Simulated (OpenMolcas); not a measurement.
# Ga⁺: CASSCF terms and fine-structure levels

Which level of Ga⁺ lies lowest, and where do the others fall? The reference wave functions come first, then spin-orbit coupling.

Program: OpenMolcas 26.06. Level of theory: state-averaged CASSCF, spin-orbit coupling by RASSI with atomic mean-field integrals. These are calculated values, not measurements, unless marked.

### 1 The system

| Property | Result |
| --- | --- |
| Species | Ga⁺ (gallium, Z = 31, 30 electrons) |
| Basis | ANO-RCC-MB [4s3p1d], 18 functions |
| Scalar Hamiltonian | X2C, point nucleus |
| Inactive shells | 1s 2s 2p 3s 3p 3d |
| Active space | 2 electrons in 4 orbitals (4s 4p) |
| Some configurations of this space | 4p2, 4s 4p, 4s2 |
| Orbitals | optimised for the highest spin of each parity, averaged over the low roots |

The outer shells:

4p2
```
4p [↑ ][↑ ][  ]
```

4s 4p
```
4s [↑ ]
4p [↑ ][  ][  ]
```

4s2
```
4s [↑↓]
```

Each step is its own input file, run in one work folder so that later steps find the files of earlier ones. Labels, J, g values, rates, χT and fits are worked out afterwards by a script from the matrices that RASSI stores.

### 2 Basis and integrals

The input, a.inp:

```
&GATEWAY
Coord
1

Ga 0.0 0.0 0.0
Basis=ANO-RCC-MB
Group=XYZ
NoMove
AngMom=0.0 0.0 0.0
AMFI
RX2C
&SEWARD
```

On the command line:

```sh
$ OMP_NUM_THREADS=1 MOLCAS_MEM=2252 MOLCAS_PROJECT=a pymolcas a.inp > a.log
```

### 3 CASSCF: triplets of even parity, 3 roots

The input, a.inp:

```
&RASSCF
FileOrb=start.orb
Symmetry=1
Spin=3
nActEl=2 0 0
Inactive=8 6
Ras2=1 3
CIRoot=3 3 1
SDav=3
CIMx=300
Iter=120 100
PrWF=0.3
OrbListing=Nothing
MaxOrb=0
Atom
>>> COPY $Project.JobIph JOB001
```

start.orb holds the contracted functions of the basis, ordered by shell, or the orbitals of the step before.

### 4 CASSCF: singlets of even parity, 7 roots

The input, a.inp:

```
&RASSCF
FileOrb=start.orb
Symmetry=1
Spin=1
nActEl=2 0 0
Inactive=8 6
Ras2=1 3
CIRoot=7 7 1
SDav=7
CIMx=300
Iter=120 100
PrWF=0.3
OrbListing=Nothing
MaxOrb=0
Atom
CIOnly
>>> COPY $Project.JobIph JOB002
```

### 5 CASSCF: triplets of odd parity, 3 roots

The input, a.inp:

```
&RASSCF
FileOrb=start.orb
Symmetry=2
Spin=3
nActEl=2 0 0
Inactive=8 6
Ras2=1 3
CIRoot=3 3 1
SDav=3
CIMx=300
Iter=120 100
PrWF=0.3
OrbListing=Nothing
MaxOrb=0
Atom
>>> COPY $Project.JobIph JOB003
```

### 6 CASSCF: singlets of odd parity, 3 roots

a.inp, as its differences from that of step 5:

```diff
@@ -3,3 +3,3 @@
 Symmetry=2
-Spin=3
+Spin=1
 nActEl=2 0 0
@@ -15,2 +15,3 @@
 Atom
->>> COPY $Project.JobIph JOB003
+CIOnly
+>>> COPY $Project.JobIph JOB004
```

### 7 RASSI: spin-orbit coupling between the states

The input, a.inp:

```
&RASSI
NrOfJobIphs=4 3 6 3 3
1 2 3
1 2 3 4 5 6
1 2 3
1 2 3
IphNames
JOB001
JOB002
JOB003
JOB004
EJob
SpinOrbit
DIPRint=1.0
SOCoupling=1000.0
Subsets=2
MEES
Property=10
'ANGMOM' 1 'ANGMOM' 2 'ANGMOM' 3 'MLTPL  1' 1 'MLTPL  1' 2 'MLTPL  1' 3
'AMFI' 1 'AMFI' 2 'AMFI' 3 'MLTPL  2' 6
SOProperty=3
'ANGMOM' 1 'ANGMOM' 2 'ANGMOM' 3
```

(Steps that only read results are left out.)

Q: Predict the outcome of this session. Wanted: lowest level; first excited level; strongest of the lines computed, by gA, at CASSCF energies.

**Answer**, as computed:

| quantity | value |
| --- | --- |
| method | CASSCF |
| lowest level | 4s2 1S0, 100 % of that term |
| ground level listed by NIST | 1S0 |
| first excited level | 4s 4p 3P* 0 at 44349 cm-1 |
| strongest of the lines computed, by gA, at CASSCF energies | 4s 4p 1P* 1 → 4s2 1S0, 132.5 nm, A = 2.87e+09 s⁻¹ |

The computed levels miss the measured ones by 3600 cm⁻¹ on average. Only the configurations of the active space and the roots asked for are present. The singlets rest on orbitals optimised for another spin in at least one step, which raises them against the optimised states. Not all states of the active space went into the spin-orbit step. No d shell is active. Only valence configurations of the active space appear, up to the ionisation limit; * or ° marks odd parity.
